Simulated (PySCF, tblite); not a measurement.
**4-chloroanisole: geometry, infrared bands and NMR shifts**

Aim: predict the infrared bands and NMR shifts of 4-chloroanisole (`COc1ccc(Cl)cc1`).

Programs: tblite 0.8.0 and PySCF 2.14.0, with density-fitted response routines of our own. Each step states its level of theory. These are calculated values for one molecule in the gas phase, unless marked as measured. Atoms are numbered from 0 throughout.

## (1) The molecule as given

16 atoms, charge 0, multiplicity 1; geometry from: force field or distance geometry start.

Bonds of the start (Å): C0–O1 1.43, O1–C2 1.36, C2–C3 1.40, C3–C4 1.40, C4–C5 1.39, C5–Cl6 1.71, C5–C7 1.41, C7–C8 1.40, C8–C2 1.40, C0–H9 1.10, C0–H10 1.10, C0–H11 1.08, C3–H12 1.08, C4–H13 1.08, C7–H14 1.09, C8–H15 1.09.

## (2) Geometry optimisation with GFN2-xTB

Job settings and geometry (Å):

```
{"job": {"kind": "relax", "xc": "GFN2-xTB", "basis": "xTB"}, "charge": 0, "multiplicity": 1}
C      2.678200     0.441100    -0.390500
O      1.684600    -0.523800    -0.740600
C      0.424900    -0.309800    -0.283100
C     -0.508900    -1.284000    -0.657800
C     -1.847500    -1.193000    -0.254500
C     -2.267800    -0.099400     0.490200
Cl    -3.908100     0.036200     0.970600
C     -1.345500     0.894200     0.864800
C     -0.006400     0.783100     0.472100
H      2.792100     0.511400     0.700300
H      2.421900     1.418000    -0.823800
H      3.620200     0.117500    -0.814600
H     -0.186000    -2.143300    -1.229100
H     -2.547100    -1.966000    -0.554700
H     -1.679500     1.751700     1.452000
H      0.667200     1.575100     0.787200
```

The run is started by

```bash
> OMP_NUM_THREADS=1 python probes_run.py task.json out
```

One launch serves the whole session: the jobs run in the order shown.

**Question.** This job is followed by: GFN2-xTB harmonic vibrations, gas phase; GIAO PBE0/pcSseg-1 NMR shielding, non-relativistic, gas phase. Predict these results of the whole session: strongest single infrared mode (GFN2-xTB); zero-point energy (GFN2-xTB); 13C shifts against TMS (PBE0/pcSseg-1, means over atoms taken as alike); 1H shifts against TMS (PBE0/pcSseg-1, means over atoms taken as alike); 17O shifts against H2O (PBE0/pcSseg-1); 35Cl shifts against HCl (PBE0/pcSseg-1).

As calculated:

| quantity | value |
| --- | --- |
| strongest single infrared mode (GFN2-xTB) | 1461 cm⁻¹, 232 km/mol |
| zero-point energy (GFN2-xTB) | 75.0 kcal/mol |
| 13C shifts against TMS (PBE0/pcSseg-1, means over atoms taken as alike) | 165.1, 136.2, 135.5, 119.0, 56.0 ppm |
| 1H shifts against TMS (PBE0/pcSseg-1, means over atoms taken as alike) | 7.52, 6.96, 3.89 ppm |
| 17O shifts against H2O (PBE0/pcSseg-1) | 104.7 ppm |
| 35Cl shifts against HCl (PBE0/pcSseg-1) | 217 ppm |

In words: The optimisation took 13 steps and gained 0.063 eV; among the close pairs (by a distance rule), C5–C7 changed most, from 1.406 to 1.382 Å. No mode is imaginary among the 42: a minimum at this level. The strongest single mode, at 1461 cm⁻¹, is spread over several atoms, C2, C4, C7 among them. Unscaled tight-binding wavenumbers are off by several per cent, some by more. Its intensities can rank the bands wrongly. At PBE0/pcSseg-1: The largest span, 455 ppm, is at Cl6, where the paramagnetic term is -412 ppm. NICS(1)zz of -26 ppm above the planar ring from C2 marks a diatropic (aromatic) ring current.
